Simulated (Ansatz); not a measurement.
# WC+ (doublet): wave-function methods side by side, def2-TZVPP

The task here is to estimate one member of a computed series from the others.

The runs use Ansatz 0.2.0, Gaussian basis; def2-TZVPP, core rule «outside noble gas», up to 5 orbitals frozen.

To be run: UHF; ROHF; CCSD(T) on UHF.

2 further runs of the same task are left out: 2 set aside as unsound or not needed.

### The geometry

The geometry is a PBE0/def2-TZVP stationary point (not a proven minimum) of the parent state, kept for this charge and spin. No spin-orbit coupling is included. Elements past krypton take def2 core potentials.

2 atoms, charge 1, spin multiplicity 2.

Atoms are counted from 1 here; the program's logs count them from 0.

Bond lengths: W1–C2 1.709 Å.

Geometry (Å):

```xyz
2

W     0.00000    0.00000    0.00000
C     0.00000    0.00000    1.70873
```

Set-up of the first run:

in.yaml

```yaml
crystal:
  periodic: [false, false, false]
  atoms:
    - {symbol: W, position_ang: [0.000000, 0.000000, 0.000000]}
    - {symbol: C, position_ang: [0.000000, 0.000000, 1.708732]}
basis:
  gaussian: {orbitals: def2-TZVPP}
total_charge: 1
magnetization: {spin_polarized: true, initial_magnetization: 1}
hamiltonian: {xc: hf}
output: {orbitals: {seedname: orbitals}}
```

Started as:

```
> ansatz run in.yaml --threads 1 --pin off --events-out ev --progress --plain --max-ram 2560MiB --backend cpu
```

Steps of the session up to this table: UHF; ROHF; CCSD(T) on UHF.

One table of the session follows, with a row left open; its other results are not shown here.

```
  method  from UCCSD(T) (kJ/mol)
    ROHF                       ?
     UHF                  +727.3
    UMP2                  +163.9
   UCCSD                   +50.3
UCCSD(T)                       0
```

Estimate the missing values for ROHF.

**Answer.** from UCCSD(T) (kJ/mol): +907.7. In the column «from UCCSD(T) (kJ/mol)» it is the highest.

Caveats from the session: The determinant is far from a pure spin state, so its energy mixes those of several spin states (harmless only where they are near-degenerate, as at dissociation).
